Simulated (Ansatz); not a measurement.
# CdCSb2: the cell at several levels of theory

Aim: relax CdCSb2, ordered on the zincblende lattice (I-42d) with 8 atoms a cell with PBE and r2SCAN and see how far the functionals disagree on the cell. This is a trial cell built on a prototype, not taken from a measured structure, and it needn't be the compound's ground state.

Code: Ansatz 0.2.0. PAW datasets, plane waves, zero pressure. Computed, not measured; no magnetism was allowed, and the structure may never have been made.

**1. The system as given**

This is the cell as the run starts from it, not yet at rest; its lengths are not the crystal's.

The symmetry is I-42d (No. 122, tetragonal); a = 5.661 Å, c = 11.322 Å in the conventional setting, 22.68 Å³ an atom. Near Cd stand 4 Sb at 2.45 Å; near Sb stand 2 Cd at 2.45 Å and 2 C at 2.45 Å; near C stand 4 Sb at 2.45 Å.

As a file:

```cif
data_structure
_symmetry_space_group_name_H-M 'P 1'
_symmetry_Int_Tables_number 1
_cell_length_a 6.9333
_cell_length_b 6.9333
_cell_length_c 6.9333
_cell_angle_alpha 131.810
_cell_angle_beta 131.810
_cell_angle_gamma 70.529
_cell_volume 181.42
loop_
_atom_site_label
_atom_site_type_symbol
_atom_site_fract_x
_atom_site_fract_y
_atom_site_fract_z
_atom_site_occupancy
Cd1 Cd 0.00000 0.00000 0.00000 1
Sb1 Sb 0.37500 0.37500 0.50000 1
Cd2 Cd 0.75000 0.25000 0.50000 1
Sb2 Sb 0.12500 0.62500 0.00000 1
C1 C 0.50000 0.50000 0.00000 1
Sb3 Sb 0.87500 0.87500 0.50000 1
C2 C 0.25000 0.75000 0.50000 1
Sb4 Sb 0.62500 0.12500 0.00000 1
```

**2. Relaxation with PBE**

input.yaml reads:

```yaml
crystal:
  lattice:
    - [-2.8305174297, 2.8305174297, 5.6610348595]
    - [2.8305174297, -2.8305174297, 5.6610348595]
    - [2.8305174297, 2.8305174297, -5.6610348595]
  atoms:
    - { symbol: Cd, position: [0.0, 0.0, 0.0] }
    - { symbol: Sb, position: [0.375, 0.375, 0.5] }
    - { symbol: Cd, position: [0.75, 0.25, 0.5] }
    - { symbol: Sb, position: [0.125, 0.625, 0.0] }
    - { symbol: C, position: [0.5, 0.5, 0.0] }
    - { symbol: Sb, position: [0.875, 0.875, 0.5] }
    - { symbol: C, position: [0.25, 0.75, 0.5] }
    - { symbol: Sb, position: [0.625, 0.125, 0.0] }
kpoints:
  mp_grid: { grid: [6, 6, 6] }
hamiltonian:
  xc: pbe
scf:
  occupations: { method: fermi_dirac, width: 0.02 }
relax:
  f_tol: 0.005
  cell: {}
```

Run with:

```sh
$ ansatz run input.yaml --threads 2 --pin off --max-ram 20275MiB --backend cpu --events-out ev --progress --plain --runs-dir out
```

Log:

```text
Engine: ansatz 0.2.0, x86_64-unknown-linux-gnu
Pseudopotentials: kind: paw
Pseudopotential: Cd, paw, valence charge 20, recommended cutoff 420 eV (normal), Cd.paw.azcp
Pseudopotential: Sb, paw, valence charge 15, recommended cutoff 420 eV (normal), Sb.paw.azcp
Pseudopotential: C, paw, valence charge 4, recommended cutoff 420 eV (normal), C.paw.azcp
Functional definition: PBE
  parameter kappa = 0.804
  parameter beta = 0.06672455060314922
  exchange = pbe_x(kappa = kappa, mu = beta*pi^2/3)
  correlation = pbe_c(beta = beta)
Crystal: 8 atoms, lattice volume = 181.421 Å³
Basis set: ecut = 420 eV, 3571 PW (Γ), exchange–correlation on 96×96×96 points (8 copies of the dense FFT grid, shifted against one another)
Bands: 65, of which v1, the nominal top of the filled ones, is band 54 counted from 1 (53 counted from 0)
Symmetry: 8 space group operations
Space group: I-42d (ITA 122), of the structure as read, at distance tolerance 5.7e-5 Å
k-points: 30 of 216 (time reversal used)
Non-local potential: Cd, projectors of the file, l = 0: 3, l = 1: 2, l = 2: 2, l = 3: 1
Non-local potential: Sb, projectors of the file, l = 0: 2, l = 1: 2, l = 2: 2, l = 3: 2
Non-local potential: C, projectors of the file, l = 0: 2, l = 1: 2, l = 2: 1
PAW form: soft (Blöchl's): semilocal exchange-correlation on the pseudo side does not see the compensation charge
PAW one-centre angular grid: Cd, 590 points (default); XC on 64 Gauss nodes
PAW one-centre angular grid: Sb, 590 points (default); XC on 64 Gauss nodes
PAW one-centre angular grid: C, 110 points (default); XC on 64 Gauss nodes
Initial density: superposition of atomic densities (neutral atoms: chi_scale 0, normalization atom), corrected by the library's trained network
Initial wavefunctions: pseudopotential atomic-orbital guess
Functional: x = pbe(κ = 0.804, μ = 0.2195149727645171), c = pbe(β = 0.06672455060314922)
SCF iter   1: F=—  HF=-42938.052837 eV  |F-HF|=—  |Δ(HF+E_count)|=         —  Δρ=2.76e-3  dr2=1.23e-2  ethr=1.77e-3  ⟨swp⟩=6.1  Hψ=7520  notcnv=0  defer=10
preconditioner: auto → Resta (q_TF=auto, 2.502 Å⁻¹)  ε∞=4.7  [insulator: Δε(μ)=0.074 eV  Ē_g=10.379 eV  σ=0.020 eV  W_gap=0.57  n_scr=44 (ndim 8)  ℏωp=19.9 eV  f_vac=0.033  D(μ)=0.69/eV (n_scr^D=0)  ε∞_Penn≈4.7]
SCF iter   2: F=—  HF=-42938.052406 eV  |F-HF|=—  |Δ(HF+E_count)|=   4.32e-4  Δρ=1.53e-3  dr2=4.88e-3  ethr=1.14e-5  ⟨swp⟩=2.0  Hψ=3225  notcnv=0  defer=109
SCF iter   3: F=—  HF=-42938.052068 eV  |F-HF|=—  |Δ(HF+E_count)|=   3.38e-4  Δρ=5.80e-4  dr2=5.71e-4  ethr=4.51e-6  ⟨swp⟩=2.0  Hψ=2808  notcnv=0  defer=109
SCF iter   4: F=—  HF=-42938.052018 eV  |F-HF|=—  |Δ(HF+E_count)|=   4.99e-5  Δρ=1.49e-4  dr2=6.68e-5  ethr=5.29e-7  ⟨swp⟩=2.0  Hψ=3390  notcnv=0  defer=109
SCF iter   5: F=—  HF=-42938.052049 eV  |F-HF|=—  |Δ(HF+E_count)|=   3.08e-5  Δρ=1.04e-4  dr2=3.17e-5  ethr=6.19e-8  ⟨swp⟩=2.0  Hψ=2210  notcnv=0  defer=109
SCF iter   6: F=—  HF=-42938.052054 eV  |F-HF|=—  |Δ(HF+E_count)|=   4.74e-6  Δρ=4.69e-5  dr2=6.53e-6  ethr=2.93e-8  ⟨swp⟩=2.0  Hψ=2523  notcnv=0  defer=109
SCF iter   7: F=—  HF=-42938.052054 eV  |F-HF|=—  |Δ(HF+E_count)|=   5.96e-7  Δρ=1.09e-5  dr2=3.04e-7  ethr=6.04e-9  ⟨swp⟩=2.0  Hψ=2137  notcnv=0  defer=109
SCF iter   8: F=-42938.052055 eV  HF=-42938.052055 eV  |F-HF|=6.06e-9  |Δ(HF+E_count)|=   3.36e-7  Δρ=2.46e-6  dr2=1.62e-8  ethr=9.26e-11  ⟨swp⟩=5.0  Hψ=6109  notcnv=0
SCF 1 converged in 8 iterations: F = -42938.052055 eV  dr2 = 1.62e-8
relax step   1: F+E_penalty+E_count = -42938.05205465 eV  Δ(F+E_penalty+E_count) = +0.000e0 eV  max|allowed force component| = 5.539e0 eV/Å  Δτ_max = 0.0000 Å  P = +13.148 GPa  Ω = 181.421 Å³  (8 SCF iters, dr2 threshold 1.00e-7 eV, accepted)
Crystal: 8 atoms, lattice volume = 189.215 Å³
Basis set: ecut = 420 eV, 3739 PW (Γ), exchange–correlation on 96×96×96 points (8 copies of the dense FFT grid, shifted against one another)
Initial density: handed on by an earlier stage of this run
Initial wavefunctions: those handed on with the density
iter 1 solved again at ethr=1.36e-4 eV; its pass at ethr=3.10e-3 eV (dr2=1.47e-1 eV) is discarded
SCF iter   1: F=—  HF=-42941.615230 eV  |F-HF|=—  |Δ(HF+E_count)|=         —  Δρ=1.03e-2  dr2=1.52e-1  ethr=1.36e-4  ⟨swp⟩=2.4  Hψ=9866  notcnv=0
preconditioner: auto → Resta (q_TF=auto, 2.485 Å⁻¹)  ε∞=4.7  [insulator: Δε(μ)=0.224 eV  Ē_g=10.089 eV  σ=0.020 eV  W_gap=0.54  n_scr=44 (ndim 8)  ℏωp=19.5 eV  f_vac=0.042  D(μ)=0.27/eV (n_scr^D=0)  ε∞_Penn≈4.7]
SCF iter   2: F=—  HF=-42941.594850 eV  |F-HF|=—  |Δ(HF+E_count)|=   2.04e-2  Δρ=5.12e-3  dr2=3.67e-2  ethr=1.36e-4  ⟨swp⟩=2.0  Hψ=2914  notcnv=0
SCF iter   3: F=—  HF=-42941.595210 eV  |F-HF|=—  |Δ(HF+E_count)|=   3.60e-4  Δρ=1.66e-3  dr2=4.37e-3  ethr=3.40e-5  ⟨swp⟩=3.4  Hψ=3375  notcnv=0
SCF iter   4: F=—  HF=-42941.595938 eV  |F-HF|=—  |Δ(HF+E_count)|=   7.27e-4  Δρ=4.44e-4  dr2=6.43e-4  ethr=4.05e-6  ⟨swp⟩=2.0  Hψ=3041  notcnv=0
SCF iter   5: F=—  HF=-42941.596009 eV  |F-HF|=—  |Δ(HF+E_count)|=   7.12e-5  Δρ=2.50e-4  dr2=1.85e-4  ethr=5.96e-7  ⟨swp⟩=2.0  Hψ=2710  notcnv=0
SCF iter   6: F=—  HF=-42941.596042 eV  |F-HF|=—  |Δ(HF+E_count)|=   3.29e-5  Δρ=6.82e-5  dr2=1.29e-5  ethr=1.71e-7  ⟨swp⟩=2.0  Hψ=2489  notcnv=0
SCF iter   7: F=—  HF=-42941.596050 eV  |F-HF|=—  |Δ(HF+E_count)|=   8.56e-6  Δρ=1.86e-5  dr2=8.05e-7  ethr=1.20e-8  ⟨swp⟩=3.0  Hψ=3331  notcnv=0
SCF iter   8: F=-42941.596051 eV  HF=-42941.596051 eV  |F-HF|=4.90e-8  |Δ(HF+E_count)|=   8.30e-7  Δρ=4.95e-6  dr2=5.24e-8  ethr=7.41e-10  ⟨swp⟩=4.0  Hψ=6092  notcnv=0
SCF 2 converged in 8 iterations: F = -42941.596051 eV  dr2 = 5.24e-8
relax step   2: F+E_penalty+E_count = -42941.59605114 eV  Δ(F+E_penalty+E_count) = -3.544e0 eV  max|allowed force component| = 2.618e0 eV/Å  Δτ_max = 0.1950 Å  P = +3.898 GPa  Ω = 189.215 Å³  energy of the carried Pulay correction = -4.588e-3 eV  (8 SCF iters, dr2 threshold 8.00e-7 eV, accepted)
Crystal: 8 atoms, lattice volume = 188.106 Å³
Basis set: ecut = 420 eV, 3667 PW (Γ), exchange–correlation on 96×96×96 points (8 copies of the dense FFT grid, shifted against one another)
iter 1 solved again at ethr=2.23e-4 eV; its pass at ethr=3.10e-3 eV (dr2=2.40e-1 eV) is discarded
SCF iter   1: F=—  HF=-42942.984816 eV  |F-HF|=—  |Δ(HF+E_count)|=         —  Δρ=1.23e-2  dr2=2.43e-1  ethr=2.23e-4  ⟨swp⟩=2.4  Hψ=9979  notcnv=0
preconditioner: auto → Resta (q_TF=auto, 2.487 Å⁻¹)  ε∞=4.8  [insulator: Δε(μ)=0.579 eV  Ē_g=9.987 eV  σ=0.020 eV  W_gap=0.93  n_scr=60 (ndim 8)  ℏωp=19.5 eV  f_vac=0.024  D(μ)=0.44/eV (n_scr^D=0)  ε∞_Penn≈4.8]
SCF iter   2: F=—  HF=-42942.950691 eV  |F-HF|=—  |Δ(HF+E_count)|=   3.41e-2  Δρ=5.27e-3  dr2=4.52e-2  ethr=2.23e-4  ⟨swp⟩=2.8  Hψ=3093  notcnv=0
SCF iter   3: F=—  HF=-42942.949352 eV  |F-HF|=—  |Δ(HF+E_count)|=   1.34e-3  Δρ=2.78e-3  dr2=1.19e-2  ethr=4.19e-5  ⟨swp⟩=2.1  Hψ=2300  notcnv=0
SCF iter   4: F=—  HF=-42942.950562 eV  |F-HF|=—  |Δ(HF+E_count)|=   1.21e-3  Δρ=5.70e-4  dr2=5.99e-4  ethr=1.10e-5  ⟨swp⟩=2.0  Hψ=3060  notcnv=0
SCF iter   5: F=—  HF=-42942.950690 eV  |F-HF|=—  |Δ(HF+E_count)|=   1.28e-4  Δρ=2.29e-4  dr2=1.27e-4  ethr=5.54e-7  ⟨swp⟩=2.0  Hψ=3509  notcnv=0
SCF iter   6: F=—  HF=-42942.950736 eV  |F-HF|=—  |Δ(HF+E_count)|=   4.64e-5  Δρ=6.48e-5  dr2=1.13e-5  ethr=1.17e-7  ⟨swp⟩=2.0  Hψ=2636  notcnv=0
SCF iter   7: F=—  HF=-42942.950740 eV  |F-HF|=—  |Δ(HF+E_count)|=   4.07e-6  Δρ=1.82e-5  dr2=9.61e-7  ethr=1.05e-8  ⟨swp⟩=2.0  Hψ=3331  notcnv=0
SCF iter   8: F=-42942.950741 eV  HF=-42942.950741 eV  |F-HF|=2.54e-8  |Δ(HF+E_count)|=   5.59e-7  Δρ=5.28e-6  dr2=7.16e-8  ethr=7.41e-10  ⟨swp⟩=4.6  Hψ=6113  notcnv=0
SCF 3 converged in 8 iterations: F = -42942.950741 eV  dr2 = 7.16e-8
relax step   3: F+E_penalty+E_count = -42942.95074101 eV  Δ(F+E_penalty+E_count) = -1.355e0 eV  max|allowed force component| = 3.731e-1 eV/Å  Δτ_max = 0.1977 Å  P = +2.515 GPa  Ω = 188.106 Å³  energy of the carried Pulay correction = -3.947e-3 eV  (8 SCF iters, dr2 threshold 8.00e-7 eV, accepted)
[... 11 lines left out ...]
relax step   4: F+E_penalty+E_count = -42943.10151839 eV  Δ(F+E_penalty+E_count) = -1.508e-1 eV  max|allowed force component| = 4.073e-2 eV/Å  Δτ_max = 0.0356 Å  P = +0.370 GPa  Ω = 193.771 Å³  energy of the carried Pulay correction = -7.182e-3 eV  (6 SCF iters, dr2 threshold 8.00e-7 eV, accepted)
[... 10 lines left out ...]
relax step   5: F+E_penalty+E_count = -42943.11873674 eV  Δ(F+E_penalty+E_count) = -1.722e-2 eV  max|allowed force component| = 3.301e-2 eV/Å  Δτ_max = 0.0104 Å  P = -0.054 GPa  Ω = 194.758 Å³  energy of the carried Pulay correction = -7.736e-3 eV  (5 SCF iters, dr2 threshold 8.00e-7 eV, accepted)
[... 9 lines left out ...]
relax step   6: F+E_penalty+E_count = -42943.12186212 eV  Δ(F+E_penalty+E_count) = -3.125e-3 eV  max|allowed force component| = 1.890e-2 eV/Å  Δτ_max = 0.0038 Å  P = +0.056 GPa  Ω = 194.099 Å³  energy of the carried Pulay correction = -7.366e-3 eV  (5 SCF iters, dr2 threshold 2.48e-7 eV, accepted)
[... 10 lines left out ...]
relax step   7: F+E_penalty+E_count = -42943.12209385 eV  Δ(F+E_penalty+E_count) = -2.317e-4 eV  max|allowed force component| = 4.957e-4 eV/Å  Δτ_max = 0.0023 Å  P = -0.004 GPa  Ω = 194.229 Å³  energy of the carried Pulay correction = -7.439e-3 eV  (6 SCF iters, dr2 threshold 2.23e-8 eV, accepted)
[... 10 lines left out ...]
relax step   8: F+E_penalty+E_count = -42943.14241298 eV  Δ(F+E_penalty+E_count) = -2.032e-2 eV  max|allowed force component| = 1.460e-3 eV/Å  Δτ_max = 0.0000 Å  P = +0.108 GPa  Ω = 194.229 Å³  stress off target by 1.79e-1 GPa  SCF on the basis re-selected at this cell (its energy is not comparable with the rows above)  (6 SCF iters)
[... 11 lines left out ...]
relax step   9: F+E_penalty+E_count = -42943.14326428 eV  Δ(F+E_penalty+E_count) = -8.513e-4 eV  max|allowed force component| = 3.036e-4 eV/Å  Δτ_max = 0.0013 Å  P = +0.019 GPa  Ω = 194.371 Å³  energy of the carried Pulay correction = -9.336e-5 eV  (6 SCF iters, dr2 threshold 8.02e-8 eV, accepted)
iter 1 solved again at ethr=2.24e-7 eV; its pass at ethr=3.10e-3 eV (dr2=2.42e-4 eV) is discarded
SCF iter   1: F=—  HF=-42943.143268 eV  |F-HF|=—  |Δ(HF+E_count)|=         —  Δρ=1.30e-5  dr2=4.88e-8  ethr=2.24e-7  ⟨swp⟩=3.1  Hψ=12372  notcnv=0
eigensolver tolerance schedule: the retry pair's looser diagonalisation over-reported the residual by 4962.19 of it (diagonalisation noise at 0.56 of the residual, at the tolerance the schedule requests for it); recorded, not acted on — ethr = c·dr2/N_el stays at c = 1.0e-1
preconditioner: auto → Resta (q_TF=auto, 2.474 Å⁻¹)  ε∞=4.9  [insulator: Δε(μ)=0.181 eV  Ē_g=9.743 eV  σ=0.020 eV  W_gap=0.96  n_scr=60 (ndim 8)  ℏωp=19.2 eV  f_vac=0.015  D(μ)=0.03/eV (n_scr^D=0)  ε∞_Penn≈4.9]
SCF iter   2: F=—  HF=-42943.143351 eV  |F-HF|=—  |Δ(HF+E_count)|=   8.33e-5  Δρ=7.00e-6  dr2=1.81e-8  ethr=4.52e-11  ⟨swp⟩=3.0  Hψ=4248  notcnv=0
SCF iter   3: F=—  HF=-42943.143352 eV  |F-HF|=—  |Δ(HF+E_count)|=   8.76e-8  Δρ=2.28e-6  dr2=5.44e-9  ethr=1.67e-11  ⟨swp⟩=2.0  Hψ=2730  notcnv=0
SCF iter   4: F=—  HF=-42943.143352 eV  |F-HF|=—  |Δ(HF+E_count)|=   8.00e-9  Δρ=4.86e-7  dr2=6.21e-10  ethr=5.03e-12  ⟨swp⟩=2.0  Hψ=2730  notcnv=0
SCF iter   5: F=—  HF=-42943.143352 eV  |F-HF|=—  |Δ(HF+E_count)|=  2.76e-10  Δρ=1.71e-7  dr2=8.37e-11  ethr=1.00e-12  ⟨swp⟩=2.0  Hψ=2243  notcnv=0
SCF iter   6: F=-42943.143352 eV  HF=-42943.143352 eV  |F-HF|=2.91e-11  |Δ(HF+E_count)|=  1.02e-10  Δρ=8.61e-8  dr2=1.16e-11  ethr=1.00e-12  ⟨swp⟩=4.9  Hψ=6161  notcnv=0
SCF 10 converged in 6 iterations: F = -42943.143352 eV  dr2 = 1.16e-11
relax step  10: F+E_penalty+E_count = -42943.14335157 eV  Δ(F+E_penalty+E_count) = -8.729e-5 eV  max|allowed force component| = 3.113e-4 eV/Å  Δτ_max = 0.0000 Å  P = +0.019 GPa  Ω = 194.371 Å³  stress off target by 3.30e-2 GPa  SCF on the basis re-selected at this cell (its energy is not comparable with the rows above)  (6 SCF iters)
basis re-selected at this cell: Δ(F+E_penalty+E_count) = -8.729e-5 eV, ΔP = -0.000 GPa vs the last step (what re-selecting the basis moved, of the pressure what is left beyond the Pulay correction that the steps carried, after the strain that the cell walked since its last selection, with what the two solves' SCF thresholds leave and, on support functions, any second-order correction that the steps lacked; it is no measure of the basis error at this ecutwfc). This SCF's stress stands 3.30e-2 GPa from its target on what of the cell is left free (relax.cell.stress_tol is 5.00e-2 GPa) and its largest allowed force component is 3.11e-4 eV/Å (relax.f_tol is 5.00e-3 eV/Å): within both
SCF converged after 6 iterations
Free energy (F): -42943.143352 eV
Harris-Foulkes:  -42943.143352 eV  (|F-HF|=2.91e-11)
Internal energy: -42943.143274 eV  (E = F + TS)
E sigma→0 (E₀):  -42943.143313 eV
Entropy (-TS):   -0.000077 eV (-0.010 meV/atom)
Fermi energy:    9.788484 eV
--- Per-component energies (eV) ---
  E_band       = -1638.851760
  E_kinetic    = 2004.181165
  E_local      = -14127.858608  (includes V_loc(G=0)·N_el)
  E_nonlocal   = 1571.642301
  E_hartree    = 6465.197617
  E_xc         = -1000.086079
  E_vxc        = -943.243875  (∫ρ·V_xc dr)
  E_paw        = -26667.206520  (= ΣΔE_a)
  E_vpaw       = -3073.967651  (= ΣTr[D̂ρ^β])
  E_aug_tail   = 0.000031  (compensation charges beyond the density's cutoff)
  E_ewald      = -11189.013181
  E_smearing   = -0.000077  (= −TS)
  E_closure    = 0.000000  (closes the sum)
  Σ components = -42943.143352   (vs F -42943.143352, Δ=0.00e0)
--- Forces (eV/Å), atoms counted from 1 ---
  atom   1  Cd     0.00000000     0.00000000     0.00000000
  atom   2  Sb     0.00031128    -0.00000000     0.00000000
  atom   3  Cd     0.00000000    -0.00000000     0.00000000
  atom   4  Sb     0.00000000     0.00031128     0.00000000
  atom   5  C      0.00000000     0.00000000     0.00000000
  atom   6  Sb    -0.00031128     0.00000000     0.00000000
  atom   7  C     -0.00000000    -0.00000000    -0.00000000
  atom   8  Sb     0.00000000    -0.00031128     0.00000000
  max |Σ_I F_I| component: 4.16e-17 eV/Å
--- Stress (GPa, compression-positive) ---
        0.033021      -0.000000       0.000000
        0.000000       0.033021       0.000000
        0.000000      -0.000000      -0.008862
  P = ⅓ Tr σ = 0.0191 GPa (0.191 kbar)
--- Relaxed structure (8 steps of the walk, 8 accepted, 2 SCFs on fresh bases) ---
  F+E_penalty+E_count = -42943.14335157 eV   max|allowed force component| = 3.113e-4 eV/Å   (the final SCF, on the basis selected at the relaxed cell)
  cell:  # Å, volume = 194.3708 Å³
    - [-3.0722058073349436, 3.0722058073349436, 5.148378990610831]
    - [3.0722058073349436, -3.0722058073349436, 5.148378990610831]
    - [3.0722058073349436, 3.0722058073349436, -5.148378990610831]
  atoms:
    - { symbol: Cd, position: [-6.128644387682382e-19, 6.128644387682389e-19, -9.62964972193618e-35] }
    - { symbol: Sb, position: [0.375, 0.4524834669040373, 0.5774834669040373] }
    - { symbol: Cd, position: [0.7499999999999999, 0.25000000000000006, 0.49999999999999994] }
    - { symbol: Sb, position: [0.2024834669040374, 0.625, 0.0774834669040374] }
    - { symbol: C, position: [0.5, 0.5, -9.62964972193618e-35] }
    - { symbol: Sb, position: [0.8750000000000001, 0.7975165330959627, 0.4225165330959626] }
    - { symbol: C, position: [0.25000000000000006, 0.7499999999999999, 0.49999999999999994] }
    - { symbol: Sb, position: [0.5475165330959626, 0.125, -0.0774834669040374] }
```

Run time: 93 s. Hardware: 2 threads of AMD EPYC 7R13 (Zen 3), shared host; peak memory 0.87 GiB.

The path of the relaxation:

```csv
step,energy change (meV/atom),largest force (eV/Å),pressure (GPa),volume (Å³/atom)
1,0.0,5.5389,13.15,22.678
2,-443.0,2.6181,3.90,23.652
3,-612.3,0.3731,2.52,23.513
4,-631.2,0.0407,0.37,24.221
5,-633.3,0.0330,-0.05,24.345
6,-633.7,0.0189,0.06,24.262
7,-633.8,0.0005,0.00,24.279
8,-636.3,0.0015,0.11,24.279
9,-636.4,0.0003,0.02,24.296
10,-636.4,0.0003,0.02,24.296
```

Step 8 solves the same cell on a plane-wave basis chosen anew, so the energy can jump there without a move.

The table lists every geometry solved, with passes on a fresh basis, whose energies don't compare exactly with the rows above.

|  | before | after | change |
| --- | --- | --- | --- |
| a (Å) | 5.661 | 6.144 | +8.54 % |
| c (Å) | 11.322 | 10.297 | -9.06 % |
| volume (Å³/atom) | 22.678 | 24.296 | +7.14 % |
| shortest distance (Å) | 2.451 | 2.267 | -7.51 % |
| space group | I-42d | I-42d | same |

**3. r2SCAN: cell and atoms**

Start: the result of step 2.

input.yaml reads:

```yaml
crystal:
  lattice:
    - [-3.0722058073, 3.0722058073, 5.1483789906]
    - [3.0722058073, -3.0722058073, 5.1483789906]
    - [3.0722058073, 3.0722058073, -5.1483789906]
  atoms:
    - { symbol: Cd, position: [0.0, 0.0, 0.0] }
    - { symbol: Sb, position: [0.375, 0.4524834669, 0.5774834669] }
    - { symbol: Cd, position: [0.75, 0.25, 0.5] }
    - { symbol: Sb, position: [0.2024834669, 0.625, 0.0774834669] }
    - { symbol: C, position: [0.5, 0.5, 0.0] }
    - { symbol: Sb, position: [0.875, 0.7975165331, 0.4225165331] }
    - { symbol: C, position: [0.25, 0.75, 0.5] }
    - { symbol: Sb, position: [0.5475165331, 0.125, -0.0774834669] }
kpoints:
  mp_grid: { grid: [6, 6, 6] }
hamiltonian:
  xc: r2scan
scf:
  occupations: { method: fermi_dirac, width: 0.02 }
relax:
  f_tol: 0.005
  cell: {}
```

Run with:

```sh
$ ansatz run input.yaml --threads 2 --pin off --max-ram 20275MiB --backend cpu --events-out ev --progress --plain --runs-dir out
```

Log (excerpt; [...] marks lines left out):

```text
[...]
Pseudopotentials: kind: paw
Pseudopotential: Cd, paw, valence charge 20, recommended cutoff 500 eV (meta_gga), Cd.paw.azcp
Pseudopotential: Sb, paw, valence charge 15, recommended cutoff 500 eV (meta_gga), Sb.paw.azcp
Pseudopotential: C, paw, valence charge 4, recommended cutoff 500 eV (meta_gga), C.paw.azcp
Functional definition: r2SCAN
[...]
Crystal: 8 atoms, lattice volume = 194.371 Å³
Basis set: ecut = 500 eV, 4947 PW (Γ), exchange–correlation on 200×200×200 points (64 copies of the dense FFT grid, shifted against one another)
Bands: 65, of which v1, the nominal top of the filled ones, is band 54 counted from 1 (53 counted from 0)
Symmetry: 8 space group operations
Space group: I-42d (ITA 122), of the structure as read, at distance tolerance 5.8e-5 Å
k-points: 30 of 216 (time reversal used)
[...]
  cell:  # Å, volume = 189.9012 Å³
    - [-3.0444077078291643, 3.0444077078291643, 5.122265527321434]
    - [3.0444077078291643, -3.0444077078291643, 5.122265527321434]
    - [3.0444077078291643, 3.0444077078291643, -5.122265527321434]
  atoms:
    - { symbol: Cd, position: [-2.334134036514847e-33, 1.95948051884231e-34, -1.5133475906219803e-33] }
    - { symbol: Sb, position: [0.375, 0.4513221463167644, 0.5763221463167644] }
    - { symbol: Cd, position: [0.7500000000000001, 0.24999999999999994, 0.5000000000000001] }
    - { symbol: Sb, position: [0.20132214631676446, 0.625, 0.07632214631676451] }
    - { symbol: C, position: [0.49999999999999994, 0.49999999999999994, 1.7836848904824607e-33] }
    - { symbol: Sb, position: [0.875, 0.7986778536832355, 0.4236778536832355] }
    - { symbol: C, position: [0.24999999999999994, 0.7500000000000001, 0.5000000000000001] }
    - { symbol: Sb, position: [0.5486778536832355, 0.12499999999999994, -0.07632214631676454] }
```

It took 83 s on 2 threads of AMD EPYC 7R13 (Zen 3), shared host; peak memory 1.3 GiB.

Ionic steps:

```csv
step,energy change (meV/atom),largest force (eV/Å),pressure (GPa),volume (Å³/atom)
1,0.0,0.0356,-1.51,24.296
2,-1.7,0.1275,0.90,23.405
3,-2.9,0.0203,-0.01,23.742
4,-2.9,0.0015,-0.01,23.738
5,-2.8,0.0016,-0.01,23.738
```

Step 5 solves the same cell on a plane-wave basis chosen anew, so the energy can jump there without a move.

The table lists every geometry solved, with passes on a fresh basis, whose energies don't compare exactly with the rows above.

|  | before | after | change |
| --- | --- | --- | --- |
| a (Å) | 6.144 | 6.089 | -0.90 % |
| c (Å) | 10.297 | 10.245 | -0.51 % |
| volume (Å³/atom) | 24.296 | 23.738 | -2.30 % |
| shortest distance (Å) | 2.267 | 2.253 | -0.63 % |
| space group | I-42d | I-42d | same |

**4. All levels compared**

```
 level  a (Å)   c (Å)  volume (Å³/atom)  space group  SCF geometries
   PBE  6.144  10.297            24.296        I-42d              10
r2SCAN  6.089  10.245            23.738        I-42d               5
```

The first relaxation changed the volume by +7.1 % from the start. r2SCAN gives the smallest cell and PBE the largest; they differ by 2.4 % in volume, a mean of 0.8 % in length.
